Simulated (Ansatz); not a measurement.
# Sc: a tetragonal deformation path

An exercise on one series of results from a longer session: the logs are not shown, and one member is left open.

Computed with Ansatz 0.2.0 (DFT PBEsol, scalar-relativistic, plane waves, PAW, unless a step's input says otherwise).

## The starting structure

The structure is cubic, space group Fm-3m (No. 225). The conventional cell has a = 4.541 Å, b = 4.541 Å, c = 4.541 Å, α = 90.00°, β = 90.00°, γ = 90.00°. Around Sc (site symmetry m-3m) lie 12 Sc at 3.21 Å.

As a file:

```
Sc
1.0
     0.00000    2.27050    2.27050
     2.27050    0.00000    2.27050
     2.27050    2.27050    0.00000
Sc
1
Direct
  0.00000 0.00000 0.00000
```

Source of the structure: the Crystallography Open Database.

Set-up of the first run:

Input file input.yaml:

```yaml
crystal:
  lattice:
    - [0.0, 2.2705, 2.2705]
    - [2.2705, 0.0, 2.2705]
    - [2.2705, 2.2705, 0.0]
  atoms:
    - { symbol: Sc, position: [0.0, 0.0, 0.0] }
basis:
  ecutwfc: 420
kpoints:
  mp_grid: { grid: [6, 6, 6] }
hamiltonian:
  xc: pbesol
scf:
  occupations: { method: gaussian, width: 0.1 }
output:
  forces: true
  stress: true
  eigenvalues: true
```

Steps of the session up to this table: A first look at the start; Zero of the scan; Point ρ = 0.707; At ρ = 1.414; At ρ = 0.850; Point ρ = 1.200; ρ = 0.780; At ρ = 1.300; At ρ = 0.920; Point ρ = 1.100; At ρ = 0.650; At ρ = 1.500; At ρ = 0.960.

One table of the session follows, with a row left open; its other results are not shown here.

Collected from the runs (energy zero: the undisturbed cell):

```
    ρ  ΔE (meV/atom)  pressure (GPa)
0.650           63.4             1.1
0.707           62.5             1.1
0.780           53.2             0.9
0.850           29.0             0.6
0.920            8.8             0.5
0.960            2.3             0.5
1.000            0.0             0.5
1.100           14.6             0.4
1.200           57.6             0.3
1.300          125.7             0.3
1.414              ?               ?
1.500          341.8             0.7
```

Q: Estimate the row for ρ = 1.414 from the others.

Worked estimate for «ΔE (meV/atom)». A straight line through the neighbours (1.300, 125.7) and (1.500, 341.8) gives 125.7 + (341.8 − 125.7) × (1.414 − 1.300) / (1.500 − 1.300) = 248.9; a parabola fitted to 3 rows on both sides gives 235.8.

The run gave: ΔE (meV/atom): 234.9; pressure (GPa): 0.3. In «ΔE (meV/atom)» the line misses by +14.0 and the parabola by +0.9.
